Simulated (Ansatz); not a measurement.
# C₂H₅AlO: geometry and vibrations

Aim: relax C₂H₅AlO from a cheap starting geometry, check the end point by its vibrations and derive ideal-gas thermochemistry, and look at its orbitals and charge.

The runs use Ansatz 0.2.0, Gaussian basis; RKS PBE0-D4/def2-TZVP.

Levels to be run: relaxation at PBE-D4/def2-SVP; relaxation at PBE0-D4/def2-TZVP; harmonic vibrations at the same level; a single point in def2-TZVPP for the fields.

**1. Where the work starts**

SMILES `OC=[CH][AlH2]`, 9 atoms, charge 0, spin multiplicity 1.

Atoms are counted from 1 here; the program's logs count them from 0.

Bond lengths: O1–C2 1.346 Å, O1–H5 1.035 Å, C2–C3 1.329 Å, C2–H6 1.096 Å, C3–Al4 1.918 Å, C3–H7 1.128 Å, Al4–H8 1.620 Å, Al4–H9 1.609 Å. Angles: C2–O1–H5 127.0°, O1–C2–C3 121.4°, O1–C2–H6 118.1°, C3–C2–H6 120.5°, C2–C3–Al4 128.6°, C2–C3–H7 116.3°, Al4–C3–H7 114.9°, C3–Al4–H8 120.1°, C3–Al4–H9 120.7°, H8–Al4–H9 118.8°.

The start is a force-field geometry with small random shifts, so a cheaper pass at PBE-D4/def2-SVP comes first.

**2. Geometry optimisation, PBE-D4/def2-SVP (cheap first pass)**

in.yaml reads:

```yaml
crystal:
  periodic: [false, false, false]
  atoms:
    - {symbol: O, position_ang: [-0.086200, 1.665000, -0.828200]}
    - {symbol: C, position_ang: [0.545900, 1.232000, 0.278800]}
    - {symbol: C, position_ang: [0.458200, -0.033600, 0.676100]}
    - {symbol: Al, position_ang: [-0.468400, -1.488100, -0.162400]}
    - {symbol: H, position_ang: [-0.720900, 1.118600, -1.437100]}
    - {symbol: H, position_ang: [1.156600, 1.949200, 0.839400]}
    - {symbol: H, position_ang: [1.079300, -0.320500, 1.573400]}
    - {symbol: H, position_ang: [-1.384800, -1.220800, -1.471600]}
    - {symbol: H, position_ang: [-0.491100, -2.947900, 0.514500]}
basis:
  gaussian: {orbitals: def2-SVP}
hamiltonian: {xc: pbe, dispersion: d4}
relax: {f_tol: 0.03, max_steps: 200}
```

Launch:

```console
ansatz run in.yaml --threads 2 --pin off --events-out ev --progress --plain --max-ram 4352MiB
```

The program printed, shortened:

```text
Functional definition: PBE
  name "PBE"
  cite "Perdew, Burke & Ernzerhof, Phys. Rev. Lett. 77, 3865 (1996) doi:10.1103/PhysRevLett.77.3865"
  parent pbe
[...]
942 factors; their error is unknown
[...]
mean field -10783.83645638 eV, -396.2986802251 hartree, gradient 3.2e-5 eV, S^2 0.000000; 0 other end points of the search recorded, 0 dependent functions left out
[...]
reference -10783.83649343 eV, -396.2986815865 hartree; 19, 19 occupied and 66, 66 virtual orbitals, 942 factors
relax step   1: F+E_penalty+E_count = -10783.99042636 eV  Δ(F+E_penalty+E_count) = +0.000e0 eV  max|allowed force component| = 2.383e0 eV/Å  Δτ_max = 0.0000 Å  (28 SCF iters, accepted)
[...]
relax step   3: F+E_penalty+E_count = -10784.42122513 eV  Δ(F+E_penalty+E_count) = -4.499e-2 eV  max|allowed force component| = 1.057e0 eV/Å  Δτ_max = 0.1323 Å  (30 SCF iters, accepted)
[...]
relax step   5: F+E_penalty+E_count = -10784.48333799 eV  Δ(F+E_penalty+E_count) = -6.450e-3 eV  max|allowed force component| = 1.254e-1 eV/Å  Δτ_max = 0.0308 Å  (31 SCF iters, accepted)
[...]
relax step   7: F+E_penalty+E_count = -10784.48866783 eV  Δ(F+E_penalty+E_count) = -1.955e-3 eV  max|allowed force component| = 8.947e-2 eV/Å  Δτ_max = 0.0488 Å  (30 SCF iters, accepted)
[...]
relax step   9: F+E_penalty+E_count = -10784.48980855 eV  Δ(F+E_penalty+E_count) = -5.264e-4 eV  max|allowed force component| = 4.720e-2 eV/Å  Δτ_max = 0.0145 Å  (31 SCF iters, accepted)
[...]
relax step  10: F+E_penalty+E_count = -10784.48995857 eV  Δ(F+E_penalty+E_count) = -1.500e-4 eV  max|allowed force component| = 2.143e-2 eV/Å  Δτ_max = 0.0110 Å  (32 SCF iters, accepted)
942 factors; their error is unknown
[...]
mean field -10784.33535072 eV, -396.3170142540 hartree, gradient 1.4e-5 eV, S^2 0.000000; 1 other end points of the search recorded, 0 dependent functions left out
[...]
reference -10784.33538701 eV, -396.3170155876 hartree; 19, 19 occupied and 66, 66 virtual orbitals, 942 factors
Total energy: -10784.48999486 eV, -396.3226973211 hartree
Atom 0 at    -0.123488     1.672877    -0.853203 Å, force     0.007756    -0.015992     0.020791 eV/Å
Atom 1 at     0.517534     1.198623     0.231638 Å, force    -0.012608     0.000650    -0.021435 eV/Å
Atom 2 at     0.498384    -0.081383     0.712504 Å, force     0.001647     0.001510    -0.000830 eV/Å
Atom 3 at    -0.499068    -1.500401    -0.122795 Å, force    -0.005280     0.000327    -0.001564 eV/Å
Atom 4 at    -0.628415     0.931938    -1.263396 Å, force     0.001287     0.004949    -0.001775 eV/Å
Atom 5 at     1.091649     2.015415     0.709889 Å, force     0.002118     0.004054     0.002820 eV/Å
Atom 6 at     1.106717    -0.229358     1.621615 Å, force     0.001427     0.001518     0.001503 eV/Å
Atom 7 at    -1.316777    -1.042859    -1.442896 Å, force     0.002413    -0.000407     0.001074 eV/Å
Atom 8 at    -0.557936    -3.010951     0.389544 Å, force     0.001240     0.003391    -0.000584 eV/Å
Dipole moment:     0.040794     0.020678     0.048303 e Å
```

Wall time 16 s (2 threads of Arm Neoverse V1, shared host).

Step by step:

| step | energy from step 1 (eV) | largest force component (eV/Å) |
| --- | --- | --- |
| 1 | 0.0000 | 2.3834 |
| 2 | -0.3858 | 0.8753 |
| 3 | -0.4308 | 1.0572 |
| 4 | -0.4865 | 0.2495 |
| 5 | -0.4929 | 0.1254 |
| 6 | -0.4963 | 0.1060 |
| 7 | -0.4982 | 0.0895 |
| 8 | -0.4989 | 0.0722 |
| 9 | -0.4994 | 0.0472 |
| 10 | -0.4995 | 0.0214 |

Close pairs (by a distance rule), those that changed most:

```csv
bond,before (Å),after (Å),change (Å)
O1–H5,1.035,0.986,-0.049
C2–C3,1.329,1.367,+0.038
C3–H7,1.128,1.104,-0.025
Al4–H9,1.609,1.596,-0.013
C2–H6,1.096,1.107,+0.011
C3–Al4,1.918,1.925,+0.008
Al4–H8,1.620,1.619,-0.001
O1–C2,1.346,1.346,+0.000
```

**3. Optimising with PBE0-D4/def2-TZVP**

in.yaml reads:

```yaml
crystal:
  periodic: [false, false, false]
  atoms:
    - {symbol: O, position_ang: [-0.123488, 1.672877, -0.853203]}
    - {symbol: C, position_ang: [0.517534, 1.198623, 0.231638]}
    - {symbol: C, position_ang: [0.498384, -0.081383, 0.712504]}
    - {symbol: Al, position_ang: [-0.499068, -1.500401, -0.122795]}
    - {symbol: H, position_ang: [-0.628415, 0.931938, -1.263396]}
    - {symbol: H, position_ang: [1.091649, 2.015415, 0.709889]}
    - {symbol: H, position_ang: [1.106717, -0.229358, 1.621615]}
    - {symbol: H, position_ang: [-1.316777, -1.042859, -1.442896]}
    - {symbol: H, position_ang: [-0.557936, -3.010951, 0.389544]}
basis:
  gaussian: {orbitals: def2-TZVP}
hamiltonian: {xc: pbe0, dispersion: d4}
relax: {f_tol: 0.005, max_steps: 150}
```

Launched as before.

The program printed, shortened:

```text
Functional definition: PBE0
  name "PBE0"
  cite "Adamo & Barone, J. Chem. Phys. 110, 6158 (1999) doi:10.1063/1.478522"
  cite "Perdew, Burke & Ernzerhof, Phys. Rev. Lett. 77, 3865 (1996) doi:10.1103/PhysRevLett.77.3865"
  parent pbe
[...]
1010 factors; their error is unknown
[...]
mean field -10792.28583631 eV, -396.6091892104 hartree, gradient 3.6e-5 eV, S^2 0.000000; 0 other end points of the search recorded, 0 dependent functions left out
[...]
reference -10792.28586814 eV, -396.6091903800 hartree; 19, 19 occupied and 141, 141 virtual orbitals, 1010 factors
relax step   1: F+E_penalty+E_count = -10792.41548515 eV  Δ(F+E_penalty+E_count) = +0.000e0 eV  max|allowed force component| = 8.158e-1 eV/Å  Δτ_max = 0.0000 Å  (27 SCF iters, accepted)
[...]
Total energy: -10792.45375958 eV, -396.6153602767 hartree
Atom 0 at    -0.118207     1.665030    -0.840646 Å, force    -0.001544     0.003329    -0.003086 eV/Å
Atom 1 at     0.517935     1.185419     0.237716 Å, force     0.002369    -0.000047     0.002371 eV/Å
Atom 2 at     0.492766    -0.076507     0.700984 Å, force    -0.000772     0.003757    -0.001986 eV/Å
Atom 3 at    -0.499375    -1.487313    -0.127649 Å, force    -0.000464    -0.000790    -0.001281 eV/Å
Atom 4 at    -0.621216     0.951695    -1.261743 Å, force     0.002235    -0.002535     0.004125 eV/Å
Atom 5 at     1.083706     1.984972     0.712333 Å, force    -0.000355    -0.001429     0.000222 eV/Å
Atom 6 at     1.090077    -0.229629     1.595990 Å, force    -0.000253     0.000094    -0.000202 eV/Å
Atom 7 at    -1.316565    -1.062935    -1.437404 Å, force    -0.000164    -0.003266     0.001400 eV/Å
Atom 8 at    -0.540521    -2.976832     0.403319 Å, force    -0.001053     0.000886    -0.001563 eV/Å
Dipole moment:     0.039168    -0.033287     0.068010 e Å
```

Run time: 23 s. Hardware: 2 threads of Arm Neoverse V1, shared host.

Along the way:

| step | energy from step 1 (eV) | largest force component (eV/Å) |
| --- | --- | --- |
| 1 | 0.0000 | 0.8158 |
| 2 | -0.0351 | 0.2466 |
| 3 | -0.0379 | 0.0225 |
| 4 | -0.0381 | 0.0291 |
| 5 | -0.0382 | 0.0119 |
| 6 | -0.0382 | 0.0041 |

Close pairs (by a distance rule), those that changed most:

```csv
bond,before (Å),after (Å),change (Å)
C2–C3,1.367,1.345,-0.023
C2–H6,1.107,1.088,-0.019
Al4–H8,1.619,1.601,-0.018
C3–H7,1.104,1.087,-0.017
O1–H5,0.986,0.969,-0.017
Al4–H9,1.596,1.582,-0.014
C3–Al4,1.925,1.913,-0.012
O1–C2,1.346,1.341,-0.006
```

Mulliken charges at the end point, from the run's report:

| atom | value (e) |
| --- | --- |
| O1 | -0.36 |
| C2 | 0.05 |
| C3 | -0.39 |
| Al4 | 0.36 |
| H5 | 0.32 |
| H6 | 0.13 |
| H7 | 0.13 |
| H8 | -0.14 |
| H9 | -0.09 |

**4. Vibrations by finite differences**

in.yaml reads:

```yaml
crystal:
  periodic: [false, false, false]
  atoms:
    - {symbol: O, position_ang: [-0.118207, 1.665030, -0.840646]}
    - {symbol: C, position_ang: [0.517935, 1.185419, 0.237716]}
    - {symbol: C, position_ang: [0.492766, -0.076507, 0.700984]}
    - {symbol: Al, position_ang: [-0.499375, -1.487313, -0.127649]}
    - {symbol: H, position_ang: [-0.621216, 0.951695, -1.261743]}
    - {symbol: H, position_ang: [1.083706, 1.984972, 0.712333]}
    - {symbol: H, position_ang: [1.090077, -0.229629, 1.595990]}
    - {symbol: H, position_ang: [-1.316565, -1.062935, -1.437404]}
    - {symbol: H, position_ang: [-0.540521, -2.976832, 0.403319]}
basis:
  gaussian: {orbitals: def2-TZVP}
hamiltonian: {xc: pbe0, dispersion: d4}
phonons: {temperatures: {t_min: 298.15, t_max: 900, t_step: 200}}
```

Same command.

The program printed, shortened:

```text
Functional definition: PBE0
  name "PBE0"
  cite "Adamo & Barone, J. Chem. Phys. 110, 6158 (1999) doi:10.1063/1.478522"
  cite "Perdew, Burke & Ernzerhof, Phys. Rev. Lett. 77, 3865 (1996) doi:10.1103/PhysRevLett.77.3865"
  parent pbe
[...]
1010 factors; their error is unknown
[...]
mean field -10792.32361293 eV, -396.6105774756 hartree, gradient 3.5e-5 eV, S^2 0.000000; 0 other end points of the search recorded, 0 dependent functions left out
[...]
reference -10792.32364481 eV, -396.6105786470 hartree; 19, 19 occupied and 141, 141 virtual orbitals, 1010 factors
[...]
1010 factors; their error is unknown
mean field -10792.32352594 eV, -396.6105742786 hartree, gradient 3.0e-6 eV, S^2 0.000000; 0 other end points of the search recorded, 0 dependent functions left out
[...]
reference -10792.32355782 eV, -396.6105754501 hartree; 19, 19 occupied and 141, 141 virtual orbitals, 1010 factors
[...]
Atom 1 at     0.517935     1.185419     0.237716 Å, force     0.002364    -0.000105     0.002396 eV/Å
Atom 2 at     0.492766    -0.076507     0.700984 Å, force    -0.000764     0.003787    -0.001985 eV/Å
Atom 3 at    -0.499375    -1.487313    -0.127649 Å, force    -0.000460    -0.000776    -0.001284 eV/Å
Atom 4 at    -0.621216     0.951695    -1.261743 Å, force     0.002243    -0.002509     0.004126 eV/Å
Atom 5 at     1.083706     1.984972     0.712333 Å, force    -0.000345    -0.001417     0.000228 eV/Å
Atom 6 at     1.090077    -0.229629     1.595990 Å, force    -0.000261     0.000092    -0.000214 eV/Å
Atom 7 at    -1.316565    -1.062935    -1.437404 Å, force    -0.000162    -0.003268     0.001404 eV/Å
Atom 8 at    -0.540521    -2.976832     0.403319 Å, force    -0.001053     0.000875    -0.001558 eV/Å
Dipole moment:     0.039168    -0.033287     0.068010 e Å
Vibrations: 162.44 220.93 262.70 470.08 571.68 588.84 672.51 723.77 790.30 800.60 1018.22 1058.47 1220.39 1365.44 1393.26 1633.44 1864.82 1944.75 3151.59 3175.55 3716.99 cm⁻¹, zero-point energy 1.661808 eV
```

It took 2.1 min on 2 threads of Arm Neoverse V1, shared host.

Motions are named by where the mode's potential energy lies. The modes, unscaled (a negative number is an imaginary wavenumber):

```csv
mode,cm⁻¹,motion
1,162,bend
2,221,torsion
3,263,torsion
4,470,bend
5,572,torsion
6,589,Al–C stretch with bend
7,673,torsion
8,724,bend with Al–C stretch
9,790,torsion
10,801,bend
11,1018,torsion
12,1058,bend with C–O stretch
13,1220,bend
14,1365,bend
15,1393,bend
16,1633,C–C stretch with bend
17,1865,Al–H stretch
18,1945,Al–H stretch
19,3152,C–H stretch
20,3176,C–H stretch
21,3717,O–H stretch
```

From these modes and the moments of inertia (298.15 K, 1 bar, symmetry number 1):

```csv
term,value
zero-point energy,160.3 kJ/mol
H(298) − E,177.3 kJ/mol
"entropy, translation",162.2 J/(mol K)
"entropy, rotation",105.5 J/(mol K)
"entropy, vibration",38.1 J/(mol K)
"entropy, total",305.9 J/(mol K)
```

**5. A single point for the fields**

Edit in.yaml of step 4 so:

```diff
@@ -13,4 +13,4 @@
 basis:
-  gaussian: {orbitals: def2-TZVP}
+  gaussian: {orbitals: def2-TZVPP}
 hamiltonian: {xc: pbe0, dispersion: d4}
-phonons: {temperatures: {t_min: 298.15, t_max: 900, t_step: 200}}
+output: {orbitals: {seedname: orbitals}}
```

Launched as before.

The program printed:

```text
Functional definition: PBE0
  name "PBE0"
  cite "Adamo & Barone, J. Chem. Phys. 110, 6158 (1999) doi:10.1063/1.478522"
  cite "Perdew, Burke & Ernzerhof, Phys. Rev. Lett. 77, 3865 (1996) doi:10.1103/PhysRevLett.77.3865"
  parent pbe
  parameter a = 0.25
  parameter kappa = 0.804
  parameter beta = 0.06672455060314922
  exchange = (1 - a)*pbe_x(kappa = kappa, mu = beta*pi^2/3) + a*exact_x
  correlation = pbe_c(beta = beta)
1106 factors; their error is unknown
mean field evaluation 1: about -10785.4658 eV, gradient 5.7e1 eV
mean field evaluation 2: about -10777.2207 eV, gradient 7.6e1 eV
mean field evaluation 4: about -10792.2430 eV, gradient 7.7e0 eV
mean field evaluation 8: about -10792.3940 eV, gradient 4.3e-1 eV
mean field -10792.39429520 eV, -396.6131750010 hartree, gradient 7.5e-5 eV, S^2 0.000000; 0 other end points of the search recorded, 0 dependent functions left out
reference -10792.39432731 eV, -396.6131761812 hartree; 19, 19 occupied and 186, 186 virtual orbitals, 1106 factors
Total energy: -10792.52444264 eV, -396.6179578311 hartree
```

It took 3 s on 2 threads of Arm Neoverse V1, shared host.

Orbitals, density, ELF and potential are computed afterwards from the orbital file.

Frontier orbitals at PBE0-D4/def2-TZVPP, with the share of their density that lies nearest to each atom:

```csv
orbital,energy (eV),lies on
HOMO-1,-8.37,H8 33 %; C3 32 %; Al4 13 %
HOMO,-7.08,C3 44 %; O1 21 %; C2 18 %
LUMO,-1.67,"Al4 43 %; H8, H9 about 14 % each; C2 13 %"
```

ELF in a plane through or near 9 of the atoms.

Ten even steps from ' ' (0.00) to '@' (1.00):
```
                                                        
                                                        
                        ....                            
                      --####**::                        
                    ..##@@@@@@++        ....            
                      ##@@@@@@##..    ::##%%%%--        
          ..##%%**::  ==@@@@@@**::  --%%@@@@@@@@++      
          ++@@@@@@%%--==++::--##**::++@@@@@@@@@@%%--    
          ##@@@@@@@@++##**++..@@++  ..##@@@@@@@@@@==    
          ==%%@@@@@@--::%%++##%%..**++::@@@@@@@@%%--    
                ::==++++--::----::%%++..++%%@@%%==      
              ..++**####::    ::--::::::::::::..        
            ..++%%##**##%%--  **@@@@@@@@**..            
            ::**%%%%##%%@@**..**@@@@@@@@@@--            
              --++++====##::  ++@@@@@@@@@@++            
                ....    ..    ==@@@@@@@@%%::            
                              ..##@@%%##--              
                                ......                  
                                                        
                                                        
```
The map spans 11.1 Å across and 9.1 Å up, centred on the molecule. Atoms in the plane (x, y in Å): O1 (-1.5, -1.1), C2 (-1.3, 0.2), C3 (-0.1, 0.8), Al4 (1.6, 0.0), H5 (-0.6, -1.6), H6 (-2.3, 0.7), H7 (-0.2, 1.9), H8 (1.5, -1.6), H9 (3.0, 0.7).

On the surface of density 0.002 e/bohr³ the electrostatic potential runs, from the 1st to the 99th percentile, from -0.94 V near O1 to 2.92 V near Al4.

**6. Results**

```
                  quantity            value
               point group               Cs
                     steps           10 + 6
shift from the start (rms)          0.133 Å
              total energy   -10792.4538 eV
           dispersion term         -130 meV
             dipole moment           0.41 D
lowest, highest wavenumber   162, 3717 cm⁻¹
         zero-point energy     160.3 kJ/mol
       entropy at 298.15 K  305.9 J/(mol K)
                HOMO, LUMO  -7.08, -1.67 eV
```

What this shows: The relaxed geometry lies 0.13 Å (rms) from the start; the bond that changed most is O1–H5, from 1.035 to 0.969 Å. All wavenumbers are real, so the end point is a minimum. The stiffest mode, 3717 cm⁻¹, is an O–H stretch. Harmonic hybrid wavenumbers usually lie a few per cent above measured fundamentals. The largest Mulliken charge, -0.39 e, sits on C3. The HOMO lies mostly on C3 44 %; O1 21 % and the LUMO on Al4 43 %; H8, H9 about 14 % each.
